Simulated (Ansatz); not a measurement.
# Sn: the cost of one run

Method: DFT r2SCAN, scalar-relativistic, plane waves, PAW, in Ansatz 0.2.0.

3 further runs of the same task are left out: 3 set aside as unsound or not needed. Runs told in other sessions of the task aren't counted.

### Step 1. Starting point

It takes space group P6_3/mmc (No. 194, hexagonal). Conventional cell: a = 2.456 Å, b = 2.456 Å, c = 7.036 Å, α = 90.00°, β = 90.00°, γ = 120.00°. C (site symmetry -6m2) has 3 C at 1.42 Å in its first shell of neighbours.

Structure file:

```cif
data_structure
_symmetry_space_group_name_H-M 'P6_3/mmc'
_symmetry_Int_Tables_number 194
_cell_length_a 2.4558
_cell_length_b 2.4558
_cell_length_c 7.0364
_cell_angle_alpha 90.000
_cell_angle_beta 90.000
_cell_angle_gamma 120.000
_cell_volume 36.75
loop_
_atom_site_label
_atom_site_type_symbol
_atom_site_symmetry_multiplicity
_atom_site_Wyckoff_symbol
_atom_site_fract_x
_atom_site_fract_y
_atom_site_fract_z
_atom_site_occupancy
C1 C 2 b 0.00000 0.00000 0.25000 1
C2 C 2 c 0.33333 0.66667 0.25000 1
```

It goes back to an entry of the Materials Project.

It is the result of an earlier relaxation at this level (volume 9.19 Å³/atom; gap on the mesh: none (metal)).

### Step 2. Swap C → Sn

Sn starts from the relaxed positions of C, with all lengths scaled by 1.474, a guess from tabulated radii.

### Step 3. Quick check of gap, pressure and forces (Sn)

Input file input.yaml:

```yaml
crystal:
  lattice:
    - [3.6191986718, 0.0, 0.0]
    - [-1.8095993359, 3.1343179912, 0.0]
    - [0.0, 0.0, 10.3697893427]
  atoms:
    - { symbol: Sn, position: [0.0, 0.0, 0.25] }
    - { symbol: Sn, position: [0.0, 0.0, 0.75] }
    - { symbol: Sn, position: [0.3333333333, 0.6666666667, 0.25] }
    - { symbol: Sn, position: [0.6666666667, 0.3333333333, 0.75] }
basis:
  ecutwfc: 500
kpoints:
  mp_grid: { grid: [6, 6, 2] }
hamiltonian:
  xc: r2scan
scf:
  occupations: { method: gaussian, width: 0.1 }
output:
  forces: true
  stress: true
  eigenvalues: true
```

The run is started by

```console
$ ansatz run input.yaml --threads 1 --pin off --max-ram 2560MiB --backend cpu --events-out ev --progress --plain --runs-dir out
```

Q: Estimate wall time and peak memory on 1 thread of Arm Neoverse N1, shared host.

About 16 s, with a peak of 0.6 GiB.
